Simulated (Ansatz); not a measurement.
# K2NaScF6, space group Fm-3m: a band structure

Run with the Python package of Ansatz (0.2.0).

Script `bands_k2nascf6.py`:
```python
from dataclasses import dataclass

import ansatz
import numpy as np


@dataclass(frozen=True)
class Settings:
    functional: str = "PBEsol"
    kgrid: tuple[int, ...] = (5, 5, 5)
    occupations: str = "fixed"
    extra_bands: int = 12


settings = Settings()

vectors = np.array([
    [0.0, 4.23585, 4.23585],
    [4.23585, 0.0, 4.23585],
    [4.23585, 4.23585, 0.0],
])
structure = (
    ansatz.Lattice.of(vectors)
    .atom("K", [0.25, 0.25, 0.25])
    .atom("K", [0.75, 0.75, 0.75])
    .atom("Na", [0.5, 0.5, 0.5])
    .atom("Sc", [0.0, 0.0, 0.0])
    .atom("F", [0.7658, 0.2342, 0.2342])
    .atom("F", [0.2342, 0.7658, 0.2342])
    .atom("F", [0.2342, 0.7658, 0.7658])
    .atom("F", [0.7658, 0.2342, 0.7658])
    .atom("F", [0.2342, 0.2342, 0.7658])
    .atom("F", [0.7658, 0.7658, 0.2342])
)

path = [
    ("K", (0.375, 0.375, 0.75)),
    ("G", (0.0, 0.0, 0.0)),
    ("L", (0.5, 0.5, 0.5)),
    ("W", (0.5, 0.25, 0.75)),
    ("X", (0.5, 0.0, 0.5)),
]
model = (
    structure.calculation()
    .functional(settings.functional)
    .pseudopotentials("nc")
    .kpoints(*settings.kgrid, shift=0.5)
    .occupations(settings.occupations)
    .scf(extra_bands=settings.extra_bands)
    .band_structure([point for _, point in path], intervals=10)
    .scf(extra_bands=8)
)
session = model.session()
planned = session.plan(threads=1)
done = planned.execute()
summary = done.report

for key in ("converged", "n_iterations", "n_electrons", "n_kpoints", "n_pw", "n_symmetry_ops", "free_energy_ev", "fermi_energy_ev"):
    print(f"{key:18s} {summary[key]}")

bands = done.band_structure()
fermi = bands.fermi_energy_ev
print(f"zero of the bands: {fermi:.3f} eV, the Fermi level found on the SCF mesh")
levels = bands.channels[0].eigenvalues_ev - fermi
filled = round(summary["n_electrons"]) // 2
valence, conduction = levels[:, filled - 1], levels[:, filled]
print("k (fractions)              top valence  bottom conduction (eV)")
for k, lo, hi in zip(bands.kpoints_frac, valence, conduction):
    print(f"{k[0]:7.3f} {k[1]:7.3f} {k[2]:7.3f} {lo:12.3f} {hi:13.3f}")
print(f"on this path: least direct gap {np.min(conduction - valence):.3f} eV, least gap {conduction.min() - valence.max():.3f} eV")
```

```console
$ python bands_k2nascf6.py
DeckWarning: basis.ecutwfc = 1197.300995 eV, auto-derived from the records' recommended cutoffs: set by Na (normal level)
DeckWarning: crystal.symmetry: narrowed to the stabiliser of the k-point mesh — unitary ops 48 → 12; excluded 36 operations that carry a point of the 5×5×5 mesh (shift [0.5, 0.5, 0.5]) off the mesh [...]
converged          True
n_iterations       10
n_electrons        80.0
n_kpoints          19
n_pw               14331
n_symmetry_ops     12
free_energy_ev     -8218.160103757427
fermi_energy_ev    1.5235851128083018
zero of the bands: 1.524 eV, the Fermi level found on the SCF mesh
k (fractions)              top valence  bottom conduction (eV)
  0.375   0.375   0.750       -0.078         7.565
  0.338   0.338   0.675       -0.120         7.570
  0.300   0.300   0.600       -0.160         7.572
  0.263   0.263   0.525       -0.149         7.569
  0.225   0.225   0.450       -0.106         7.560
  0.187   0.187   0.375       -0.070         7.541
  0.150   0.150   0.300       -0.041         7.498
  0.113   0.113   0.225       -0.018         7.253
  0.075   0.075   0.150       -0.002         7.057
  0.037   0.037   0.075        0.008         6.934
  0.000   0.000   0.000        0.011         6.892
  0.050   0.050   0.050        0.008         6.920
  0.100   0.100   0.100        0.000         7.003
  0.150   0.150   0.150       -0.013         7.136
  0.200   0.200   0.200       -0.030         7.314
  0.250   0.250   0.250       -0.051         7.495
  0.300   0.300   0.300       -0.074         7.528
  0.350   0.350   0.350       -0.097         7.542
  0.400   0.400   0.400       -0.118         7.551
  0.450   0.450   0.450       -0.134         7.557
  0.500   0.500   0.500       -0.139         7.559
  0.500   0.475   0.525       -0.141         7.560
  0.500   0.450   0.550       -0.145         7.564
  0.500   0.425   0.575       -0.150         7.568
  0.500   0.400   0.600       -0.154         7.573
  0.500   0.375   0.625       -0.157         7.578
  0.500   0.350   0.650       -0.159         7.582
  0.500   0.325   0.675       -0.160         7.587
  0.500   0.300   0.700       -0.161         7.590
  0.500   0.275   0.725       -0.161         7.592
  0.500   0.250   0.750       -0.161         7.592
  0.500   0.225   0.725       -0.133         7.585
  0.500   0.200   0.700       -0.106         7.577
  0.500   0.175   0.675       -0.083         7.571
  0.500   0.150   0.650       -0.062         7.564
  0.500   0.125   0.625       -0.044         7.559
  0.500   0.100   0.600       -0.029         7.554
  0.500   0.075   0.575       -0.018         7.550
  0.500   0.050   0.550       -0.009         7.547
  0.500   0.025   0.525       -0.004         7.546
  0.500   0.000   0.500       -0.003         7.545
on this path: least direct gap 6.882 eV, least gap 6.882 eV
```
(Warnings from the package without file and line, shortened.)

Caveats:
- These settings explore the input space; cutoff and mesh may be short of convergence.
- No spin polarisation was allowed.
- Semilocal gaps usually lie well under measured ones.
- The Fermi level of a run with fixed occupations marks the highest occupied state on its mesh, not mid-gap.
- Only differences from the Fermi energy are physical; the zero of the scale is a convention.
- This mesh misses the zone centre, where many direct gaps lie, so the gap can be several times too large.
- The starting cell is as deposited in a crystallographic database; the results hold for this polymorph, which needn't be the stable one.
- Levels are Kohn-Sham eigenvalues on this mesh.
- Hardware and time: 90 s on 1 thread of Arm Neoverse V1, on a shared host, peak memory 1 GiB.
